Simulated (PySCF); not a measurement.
**SbH: from the state search to spectroscopic constants**

One table from this session's results is given with a row withheld; the runs are named, their logs left out.

Method: Sb def2-TZVP with ECP28, H def2-TZVP, scalar-relativistic core potentials; program: PySCF 2.14.0.

Set-up of the first run:

The job is set up so:

* atoms: Sb, H
* charge: 0
* basis: Sb def2-TZVP with ECP28, H def2-TZVP
* Hamiltonian: scalar-relativistic core potentials
* basis functions: 56
* electrons treated: 24
* masses in u: 120.9038, 1.0078
* levels: PBE0, PBE, r²SCAN, BP86, TPSSh, revPBE, CAM-B3LYP, HF, MP2, SCS-MP2, CCSD, CCSD(T)
* grid: 80 radial by 434 angular points
* occupations: held fixed by the projection of orbital angular momentum
* dissociation limit: Sb + H, each in its ground configuration
* starting distance in angstrom: 1.685
* values of 2S to try: 0, 2, 4

Among the steps run: Input; PBE0 along the bond; Higher solutions at PBE0; PBE (GGA); r²SCAN (meta-GGA); BP86; TPSSh; revPBE (GGA); CAM-B3LYP (range-separated hybrid); UHF; Correlated methods on the Hartree–Fock reference.

One table of the session follows, with a row left open; its other results are not shown here.

Energy (eV) from each level's lowest point:

```
R (Å)    UHF  UHF-MP2  UHF-SCS-MP2  UHF-CCSD  UHF-CCSD(T)
1.478  0.537    0.504        0.524       n/a          n/a
1.546  0.233    0.214        0.228     0.235        0.243
1.615      ?        ?            ?         ?            ?
1.667  0.009    0.005        0.009     0.012        0.015
1.718  0.000    0.000        0.000     0.000        0.000
1.770  0.029    0.031        0.027     0.024        0.021
1.838  0.114    0.116        0.108     0.099        0.092
1.924  0.274    0.272        0.261     0.243        0.229
2.027  0.514    0.510        0.503     0.462        0.439
2.165  0.841    0.904        0.930       n/a          n/a
```

**Question.** Estimate the row for R (Å) = 1.615.

Worked estimate for «UHF». A straight line through the neighbours (1.546, 0.233) and (1.667, 0.009) gives 0.233 + (0.009 − 0.233) × (1.615 − 1.546) / (1.667 − 1.546) = 0.105; a parabola fitted to 4 rows on both sides gives 0.059.

The run gave: UHF: 0.065; UHF-MP2: 0.056; UHF-SCS-MP2: 0.064; UHF-CCSD: 0.069; UHF-CCSD(T): 0.074. In «UHF» the line misses by +0.040 and the parabola by -0.006.

State 3 has its PBE0 minimum 1.27 eV higher. The other levels ran on the lowest alone.
